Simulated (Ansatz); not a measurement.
# ScAl₃, space group Pm-3m: a comparison of functionals at one structure

With Ansatz 0.2.0 through its Python package.

Contents of `scal3.cif`:
```cif
data_ScAl3
_cell_length_a 4.087807
_cell_length_b 4.087807
_cell_length_c 4.087807
_cell_angle_alpha 90.00000
_cell_angle_beta 90.00000
_cell_angle_gamma 90.00000
_symmetry_space_group_name_H-M 'P 1'
_symmetry_Int_Tables_number 1
loop_
_symmetry_equiv_pos_as_xyz
'x, y, z'
loop_
_atom_site_label
_atom_site_type_symbol
_atom_site_fract_x
_atom_site_fract_y
_atom_site_fract_z
Sc1 Sc    0.000000    0.000000    0.000000
Al2 Al    0.500000    0.000000    0.500000
Al3 Al    0.000000    0.500000    0.500000
Al4 Al    0.500000    0.500000    0.000000
```

The cells in order, each with its output:

```python
import warnings

import ansatz as az
from ase.io import read
```

```python
OCCUPATIONS = "methfessel_paxton"
SMEARING_WIDTH = 0.15
SCF_TOL = 1e-08
MAX_ITERATIONS = 200
```

```python
warnings.simplefilter("ignore", az.DeckWarning)
```

```python
atoms = read("scal3.cif")
scal3 = az.Crystal.from_ase(atoms)
```

```python
setup = (
    scal3.calculation()
    .pseudopotentials("nc")
    .accuracy("low")
    .kpoints(5, center="gamma")
    .occupations(OCCUPATIONS, width=SMEARING_WIDTH)
    .scf(tolerance=SCF_TOL, max_iterations=MAX_ITERATIONS)
    .stress()
)
```

```python
rows = []
for value in ["rpbe", "lda", "blyp", "revpbe"]:
    report = setup.functional(value).run().report
    rows.append((value, report["free_energy_ev"] / len(report["lattice"]["sites"]), report["n_iterations"], sum(report["stress_gpa"][i][i] for i in range(3)) / 3, report["n_kpoints"]))

print("  functional   F/atom (eV)    iterations       P (GPa)      k-points")
for row in rows:
    print(f"{str(row[0]):>12s}  {row[1]:12.5f}  {row[2]:12d}  {row[3]:12.3f}  {row[4]:12d}")
```

      functional   F/atom (eV)    iterations       P (GPa)      k-points
            rpbe    -455.85796             8         3.108            10
             lda    -377.73254             8        -4.054            10
            blyp    -453.98517             8         3.625            10
          revpbe    -455.66212             8         2.590            10

From lowest to highest: LDA (-4.1 GPa), revPBE (2.6 GPa), RPBE (3.1 GPa) and BLYP (3.6 GPa). At a fixed cell a lower pressure usually means a smaller equilibrium volume, so LDA prefers the smallest cell and BLYP the largest.

Reading the output:
- Spin is left out of this run.
- Such functionals run on norm-conserving files made under PBE, which can move pressures by some GPa.
- BLYP can be off by several per cent in the lattices of metals, and by several GPa in the pressure at a fixed cell.
- The mesh is modest for a metal, so energies can be off by several to tens of meV an atom and pressures by half a GPa or more; differences at equal mesh fare better.
- The program warned that this SCF threshold is loose for forces or stresses.
- Pressure is positive in compression.
- This cell is a computed structure, which may not be the phase found in nature.
- Total energies of different functionals can't be compared; pressures, moments and gaps at this one structure can.
- The script silences the warnings on its input, which a real study should read.
- It ran for 13 s on 1 thread of Arm Neoverse V2, on a shared host, peak memory 0.44 GiB.
